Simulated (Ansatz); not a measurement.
# Ti: stress in a strained cell

Ti is deformed so: zz strain of -1 %. What stress and forces result, by LAPW, PAW and all-electron datasets made for the crystal?

Computed with Ansatz 0.2.0 (DFT LDA, scalar-relativistic, unless a step's input says otherwise).

**1. The starting structure**

Symmetry: Fm-3m, No. 225, cubic system. The conventional cell has a = 4.060 Å, b = 4.060 Å, c = 4.060 Å, α = 90.00°, β = 90.00°, γ = 90.00°. Ti (site symmetry m-3m) has 12 Ti at 2.87 Å as nearest neighbours.

Coordinates:

```cif
data_structure
_symmetry_space_group_name_H-M 'Fm-3m'
_symmetry_Int_Tables_number 225
_cell_length_a 4.0600
_cell_length_b 4.0600
_cell_length_c 4.0600
_cell_angle_alpha 90.000
_cell_angle_beta 90.000
_cell_angle_gamma 90.000
_cell_volume 66.92
loop_
_atom_site_label
_atom_site_type_symbol
_atom_site_symmetry_multiplicity
_atom_site_Wyckoff_symbol
_atom_site_fract_x
_atom_site_fract_y
_atom_site_fract_z
_atom_site_occupancy
Ti1 Ti 4 a 0.00000 0.00000 0.00000 1
```

The file gives the conventional cell by its symmetry; the runs use the cell typed in the input.

**2. The deformed structure**

Space group Fm-3m before, I4/mmm after.

**3. Full-potential LAPW**

Contents of input.yaml:

```yaml
crystal:
  lattice:
    - [0.0, 2.03, 2.0097]
    - [2.03, 0.0, 2.0097]
    - [2.03, 2.03, 0.0]
  atoms:
    - { symbol: Ti, position: [0.0, 0.0, 0.0] }
kpoints:
  mp_grid: { grid: [14, 14, 14] }
  band_path:
    path:
      - [0.0, 0.0, 0.0]
      - [0.0, 0.5, 0.5]
      - [0.25, 0.75, 0.5]
      - [0.0, 0.5, 0.0]
      - [0.0, 0.0, 0.0]
      - [0.5, 0.5, 0.0]
      - [0.3775380063, 0.6224619937, 0.0]
      - [-0.3775380063, 0.3775380063, 0.0]
      - [0.0, 0.0, 0.0]
    npoints: 5
scf:
  occupations: { method: fermi_dirac, width: 0.05 }
hamiltonian:
  xc: lda
  pseudopotentials: { kind: all_electron, lapw: { basis_error: 0.00025 } }
output:
  forces: true
  stress: true
  eigenvalues: true
```

On the command line:

```
ansatz run input.yaml --threads 1 --pin off --max-ram 3072MiB --backend cpu --events-out ev --progress --plain --runs-dir out
```

**4. Frozen-core PAW**

Contents of input.yaml:

```yaml
crystal:
  lattice:
    - [0.0, 2.03, 2.0097]
    - [2.03, 0.0, 2.0097]
    - [2.03, 2.03, 0.0]
  atoms:
    - { symbol: Ti, position: [0.0, 0.0, 0.0] }
kpoints:
  mp_grid: { grid: [14, 14, 14] }
scf:
  occupations: { method: fermi_dirac, width: 0.05 }
hamiltonian:
  xc: lda
  pseudopotentials: { kind: paw }
output:
  forces: true
  stress: true
  eigenvalues: true
  efg: { contact_densities: true }
```

**5. Datasets made for this crystal**

Edit input.yaml of step 4 so:

```diff
@@ -13,3 +13,3 @@
   xc: lda
-  pseudopotentials: { kind: paw }
+  pseudopotentials: { kind: all_electron, datasets: crystal }
 output:
```

(Steps that only read results are left out.)

Before running it: what results should come out? Wanted: pressure; largest shear or deviatoric stress.

**Answer**, as computed:

| quantity | value |
| --- | --- |
| pressure | LAPW -3.80, PAW -3.81, crystal datasets -3.80 GPa |
| largest shear or deviatoric stress (LAPW) | 0.17 GPa |

In words: The largest part of the stress beyond the pressure is 0.17 GPa in size, in the zz component. No run of the undeformed cell stands beside it, so the pressure holds what the given cell had before the change. PAW: stress within 0.01 GPa of LAPW. Crystal datasets: stress within 0.01 GPa of LAPW.
